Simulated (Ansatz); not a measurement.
What does this script print? It uses Ansatz 0.2.0 through its Python package.

The script, `x2c_ash3.py`:
```python
import warnings

import ansatz
import numpy as np

warnings.simplefilter("ignore", ansatz.DeckWarning)

geometry_ang = [
    ("As", [-0.22182, 0.50373, -0.35727]),
    ("H", [0.33966, 0.59413, 1.02703]),
    ("H", [-1.01983, -0.68904, 0.06761]),
    ("H", [0.90199, -0.40881, -0.73737]),
]
molecule = ansatz.Crystal.molecule()
for symbol, xyz in geometry_ang:
    molecule = molecule.atom(symbol, xyz)

calculation = molecule.calculation().functional("b3lyp").forces()
sets = {"none": "cc-pVTZ", "scalar": "cc-pVTZ-DK"}
found = {kind: calculation.basis(gaussian=basis).pseudopotentials(relativity=kind).run(threads=1).report for kind, basis in sets.items()}
for kind, each in found.items():
    dipole = 4.803205 * np.linalg.norm(each["charge_distribution"]["dipole_moment_e_ang"])
    print(f"{kind:7s} E = {each['free_energy_ev']:.4f} eV  dipole {dipole:.3f} D  largest force component {np.abs(each['forces_ev_ang']).max():.4f} eV/A")
print(f"relativity lowers the total energy by {found['none']['free_energy_ev'] - found['scalar']['free_energy_ev']:.3f} eV")
```

`python x2c_ash3.py` gives:
```text
none    E = -60892.3176 eV  dipole 0.267 D  largest force component 0.5190 eV/A
scalar  E = -61569.2187 eV  dipole 0.170 D  largest force component 0.4733 eV/A
relativity lowers the total energy by 676.901 eV
```

The total moves by -676.9 eV, nearly all in the cores, and the dipole from 0.27 to 0.17 D.

Total energies depend on the basis set; only differences at equal settings carry meaning. The geometry is a force-field or estimated start, not a minimum of this method. The basis set changes with the Hamiltonian (a set recontracted for scalar relativity), and most of the change in the total lies in the cores. b3lyp holds the VWN-RPA fit, as in Gaussian; the form of ORCA and Turbomole is b3lyp5. Timing: 3.1 s on 1 thread of Arm Neoverse V1, with other jobs on the host, peak memory 0.2 GiB.
